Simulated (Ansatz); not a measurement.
Write the native input for Ansatz 0.2.0 that does the following.

```yaml
Task: projected density of states
Functional: HSE06
Potentials_or_basis: Ansatz PAW
Cutoff: "420 eV (not typed: the program's choice for these potentials)"
k_mesh: 5 × 5 × 5
Occupations: fermi-dirac, width 0.05 eV
Spin: no spin polarisation
```

The system is WS.

```
CELL_PARAMETERS angstrom
3.00789 0.00000 0.00000
0.00000 3.00789 0.00000
0.00000 0.00000 3.00789
ATOMIC_POSITIONS crystal
W 0.50000 0.50000 0.50000
S 0.00000 0.00000 0.00000
```

The cell was built by a generator and needn't be a form met in nature.

The input as run:

input.yaml

```yaml
crystal:
  lattice:
    - [3.00789, 0.0, 0.0]
    - [0.0, 3.00789, 0.0]
    - [0.0, 0.0, 3.00789]
  atoms:
    - { symbol: W, position: [0.5, 0.5, 0.5] }
    - { symbol: S, position: [0.0, 0.0, 0.0] }
hamiltonian:
  xc: hse06
  pseudopotentials: { kind: paw }
kpoints:
  mp_grid: { grid: [5, 5, 5] }
scf:
  occupations: { method: fermi_dirac, width: 0.05 }
  n_extra_bands: 6
output:
  forces: true
  stress: true
  eigenvalues: true
  dos: { projected: true, de: 0.05 }
```

Potentials or basis: Ansatz PAW.

Command:

```console
$ ansatz run input.yaml --threads 2 --pin off --max-ram 5632MiB --backend cpu --events-out ev --progress --plain --runs-dir out
```

Results of the run:

The pressure is -8.0 GPa. The band gap on the k mesh is none (metal or under the smearing width) and the density of states at the Fermi level is 1.16 states/eV per cell.

Caveat: the k mesh is coarse (spacing up to 0.42 Å⁻¹), so the values aren't converged, least of all with exact exchange; the PAW data sets come from PBE, with cores solved anew for the run's functional, which leaves a small shift of forces and pressure; the thresholds are loose for stress.

It took 9 s on 2 threads of Arm Neoverse V1 (shared host), peak memory 0.66 GiB.
